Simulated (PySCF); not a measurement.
# C₃H₆BF: magnetic properties

Computed with PySCF 2.14.0 and routines of our own; the level stands in each step. Atoms count from 0.

## (1) The starting structure

11 atoms, charge 0, multiplicity 1; geometry from: GFN2-xTB.

## (2) Optimising the geometry at PBE0-D3(BJ)/def2-SVP

Job settings and geometry (Å):

```
{"job": {"xc": "PBE0", "basis": "def2-SVP", "d3": "d3bj", "grid": 1, "kind": "geom"}, "charge": 0, "multiplicity": 1}
C     -2.122074     0.147498    -0.103231
C     -0.914413    -0.276434     0.264394
B      0.411105     0.331762    -0.285732
C      1.843447    -0.173190     0.148496
F      0.322171     1.323657    -1.165314
H     -2.234296     0.949780    -0.815035
H     -3.036517    -0.278419     0.280796
H     -0.857009    -1.085277     0.983731
H      1.968291    -1.230681    -0.078415
H      2.645790     0.372430    -0.340465
H      1.978929    -0.078455     1.224532
```

Command:

```sh
$ OMP_NUM_THREADS=1 python excited_run.py task.json out
```

One launch serves the whole session: the jobs run in the order shown.

**Question.** How long does this first job take on 1 thread of Arm Neoverse V2, shared host, and how much memory does it need?

About 9.3 s, with a peak of 0.46 GiB.
